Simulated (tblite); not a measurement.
# C2H11FSeSi3: the cost of one run

Programs: tblite 0.8.0 and PySCF 2.14.0, with density-fitted response routines of our own. Each step states its level of theory. These are calculated values for one molecule in the gas phase, unless marked as measured. Atoms are numbered from 0 throughout.

### 1 The starting structure

18 atoms, charge 0, multiplicity 1; geometry from: force field or distance geometry start.

Bonds of the start (Å): F0–Si1 1.69, Si1–Se2 2.27, Se2–C3 1.94, C3–C4 1.51, C4–Si5 1.87, C4–Si6 1.87, Si1–H7 1.48, Si1–H8 1.44, C3–H9 1.13, C3–H10 1.10, C4–H11 1.09, Si5–H12 1.48, Si5–H13 1.46, Si5–H14 1.47, Si6–H15 1.48, Si6–H16 1.48, Si6–H17 1.46.

### 2 Optimising the geometry with GFN2-xTB

The job: settings as JSON, then the geometry in Å.

```
{"job": {"kind": "relax", "xc": "GFN2-xTB", "basis": "xTB"}, "charge": 0, "multiplicity": 1}
F      3.892600    -1.329200    -1.309700
Si     3.292200    -0.023000    -0.414200
Se     1.626700    -0.606200     1.016900
C      0.062000    -1.035600    -0.049500
C     -1.096700    -0.106900     0.240900
Si    -2.516800    -0.655100    -0.853500
Si    -0.697800     1.654400    -0.262800
H      4.412700     0.453700     0.433600
H      2.812100     0.967200    -1.335500
H     -0.258900    -2.076900     0.248500
H      0.326400    -1.028200    -1.118900
H     -1.394100    -0.195100     1.285800
H     -3.732200    -0.473600    -0.028700
H     -2.295900    -2.061500    -1.172000
H     -2.529900     0.173600    -2.062900
H     -0.704000     2.466500     0.976900
H     -1.776500     2.121500    -1.155700
H      0.569300     1.760700    -0.980300
```

The run is started by

```bash
> OMP_NUM_THREADS=1 python probes_run.py task.json out
```

One launch serves the whole session: the jobs run in the order shown.

**Question.** How long does this first job take on 1 thread of Arm Neoverse V2, shared host, and how much memory does it need?

About 1.8 s, with a peak of 0.18 GiB.
